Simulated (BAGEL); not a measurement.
# HF/STO-3G (density fitting with qzvpp-jkfit) run of AlHSeCl2 (SMILES [Cl][Al]([Cl])[SeH])

What is the vertical singlet–triplet gap of AlHSeCl2 at HF/STO-3G (density fitting with qzvpp-jkfit)? 

The results are computed with BAGEL 1.2.2.

1 further run of the same task is left out (set aside as unsound or not needed). Runs told in other sessions of the task aren't counted.

## (1) The structure to begin with

AlHSeCl2: 5 atoms, total charge 0, spin state singlet. SMILES: `[Cl][Al]([Cl])[SeH]`. The shape is that of a PBE0-D4/def2-TZVP optimisation.

Bond lengths: Cl1–Al2 2.080 Å, Al2–Cl3 2.078 Å, Al2–Se4 2.290 Å, Se4–H5 1.470 Å. Angles: Cl1–Al2–Cl3 119.7°, Cl1–Al2–Se4 121.6°, Cl3–Al2–Se4 118.7°, Al2–Se4–H5 90.4°.

## (2) A single-point energy at HF/STO-3G (density fitting with qzvpp-jkfit)

Contents of hf.json:

```json
{ "bagel": [

{
  "title": "molecule",
  "basis": "sto-3g",
  "df_basis": "qzvpp-jkfit",
  "angstrom": true,
  "geometry": [
    { "atom": "Cl", "xyz": [   -1.129100,   -1.388600,    1.240100 ] },
    { "atom": "Al", "xyz": [    0.378800,   -0.407400,    0.195200 ] },
    { "atom": "Cl", "xyz": [    2.327200,   -1.125400,    0.281000 ] },
    { "atom": "Se", "xyz": [   -0.051800,    1.460300,   -1.058800 ] },
    { "atom": "H", "xyz": [   -1.475200,    1.387400,   -0.698900 ] }
  ]
},
{
  "title": "hf"
},
{
  "title": "print",
  "file": "orbitals.molden",
  "orbitals": true
}

]}
```

Started as:

```bash
$ BAGEL_NUM_THREADS=1 BAGEL hf.json > hf.out
```

The log of the run:

```text
* using 1 threads per process

  ===============================================================
  ===============================================================

  *** Geometry ***

  { "atom" : "Cl", "xyz" : [     -2.133690,     -2.624074,      2.343449 ] },
  { "atom" : "Al", "xyz" : [      0.715828,     -0.769874,      0.368875 ] },
  { "atom" : "Cl", "xyz" : [      4.397771,     -2.126698,      0.531013 ] },
  { "atom" : "Se", "xyz" : [     -0.097888,      2.759567,     -2.000842 ] },
  { "atom" : "H", "xyz" : [     -2.787724,      2.621806,     -1.320730 ] },

  Number of auxiliary basis functions:      668

  Since a DF basis is specified, we compute 2- and 3-index integrals:
    o Being stored without compression. Storage requirement is 0.011 GB

  Number of basis functions:       46
  Number of electrons      :       82

    * METHOD: MOLECULE                             0.38

  *** RHF ***

  === Nuclear Repulsion ===
   437.9471042451

      * DIIS with orbital gradients will be used.

  === RHF iteration (sto-3g) ===
      0      -3522.45341177          0.00962170           0.12
      1      -3522.54723975          0.00194898           0.11
      2      -3522.55054963          0.00028580           0.11
      3      -3522.55068088          0.00003968           0.10
      4      -3522.55068406          0.00000646           0.11
      5      -3522.55068415          0.00000144           0.11
      6      -3522.55068415          0.00000024           0.11
      7      -3522.55068415          0.00000005           0.11
      8      -3522.55068415          0.00000001           0.11
    * SCF iteration converged.

    * Permanent dipole moment:
           (    0.549434,    -0.389442,     0.162383) a.u.

    * METHOD: HF                                   1.20

    * METHOD: PRINT                                0.00

  ===============================================================
```

Run time: 1.8 s. Hardware: 1 thread of Arm Neoverse V2, shared host; peak memory 0.11 GiB.

## (3) The triplet at the same level

Contents of job.json:

```json
{ "bagel" : [

{
  "title" : "molecule",
  "basis" : "sto-3g",
  "df_basis" : "qzvpp-jkfit",
  "angstrom" : true,
  "geometry" : [
    { "atom" : "Cl", "xyz" : [      -1.129100,      -1.388600,       1.240100 ] },
    { "atom" : "Al", "xyz" : [       0.378800,      -0.407400,       0.195200 ] },
    { "atom" : "Cl", "xyz" : [       2.327200,      -1.125400,       0.281000 ] },
    { "atom" : "Se", "xyz" : [      -0.051800,       1.460300,      -1.058800 ] },
    { "atom" : "H", "xyz" : [      -1.475200,       1.387400,      -0.698900 ] }
  ]
},

{ "title" : "uhf", "nopen" : 2 },

{ "title" : "print", "file" : "orbitals.molden", "orbitals" : true }

]}
```

Started as:

```bash
$ BAGEL_NUM_THREADS=1 BAGEL job.json > job.out
```

The log of the run:

```text
* using 1 threads per process

  ===============================================================
  ===============================================================

  *** Geometry ***

  { "atom" : "Cl", "xyz" : [     -2.133690,     -2.624074,      2.343449 ] },
  { "atom" : "Al", "xyz" : [      0.715828,     -0.769874,      0.368875 ] },
  { "atom" : "Cl", "xyz" : [      4.397771,     -2.126698,      0.531013 ] },
  { "atom" : "Se", "xyz" : [     -0.097888,      2.759567,     -2.000842 ] },
  { "atom" : "H", "xyz" : [     -2.787724,      2.621806,     -1.320730 ] },

  Number of auxiliary basis functions:      668

  Since a DF basis is specified, we compute 2- and 3-index integrals:
    o Being stored without compression. Storage requirement is 0.011 GB

  Number of basis functions:       46
  Number of electrons      :       82

    * METHOD: MOLECULE                             0.40

  *** Open-shell HF ***

  === Nuclear Repulsion ===
   437.9471042451

      * DIIS with orbital gradients will be used.

  === UHF iteration (sto-3g) ===
      0      -3522.24841428          0.01271672           0.23
      1      -3522.31508326          0.00206441           0.21
      2      -3522.31891267          0.00066092           0.22
      3      -3522.31984980          0.00027012           0.22
      4      -3522.32009718          0.00007257           0.21
      5      -3522.32012465          0.00001423           0.22
      6      -3522.32012751          0.00000591           0.22
      7      -3522.32012834          0.00000360           0.21
      8      -3522.32012859          0.00000295           0.22
      9      -3522.32012872          0.00000252           0.23
     10      -3522.32012879          0.00000228           0.22
     11      -3522.32012886          0.00000203           0.21
     12      -3522.32012901          0.00000146           0.22
     13      -3522.32012910          0.00000077           0.23
     14      -3522.32012911          0.00000035           0.23
     15      -3522.32012911          0.00000024           0.22
     16      -3522.32012911          0.00000017           0.23
     17      -3522.32012911          0.00000006           0.23
     18      -3522.32012911          0.00000003           0.21
     19      -3522.32012911          0.00000002           0.22
     20      -3522.32012911          0.00000002           0.22
     21      -3522.32012911          0.00000002           0.22
     22      -3522.32012911          0.00000001           0.22
     23      -3522.32012911          0.00000001           0.22
    * SCF iteration converged.

    * S^2 (UHF) is 2.0092

    * Permanent dipole moment:
           (    0.968962,    -2.264935,     1.407200) a.u.

    * METHOD: UHF                                  5.49

    * METHOD: PRINT                                0.00

  ===============================================================
```

Run time: 6.3 s. Hardware: 1 thread of Arm Neoverse V2, shared host; peak memory 0.11 GiB.

## (4) Results

Level: HF/STO-3G (density fitting with qzvpp-jkfit).

| quantity | value |
| --- | --- |
| singlet: total energy | -3522.55068 Eh |
| singlet: dipole moment | 1.76 D |
| singlet: HOMO energy | -8.20 eV |
| singlet: LUMO energy | 6.15 eV |
| singlet: HOMO–LUMO gap | 14.35 eV |
| triplet: total energy | -3522.32013 Eh |
| triplet: dipole moment | 7.21 D |
| triplet: ⟨S²⟩ | 2.009 |
| vertical energy of the triplet above the singlet | 6.274 eV |

**Reading.** At this shape the triplet lies 6.27 eV (145 kcal/mol) above the singlet. In a minimal basis such a difference can be off by several eV, whatever the method.
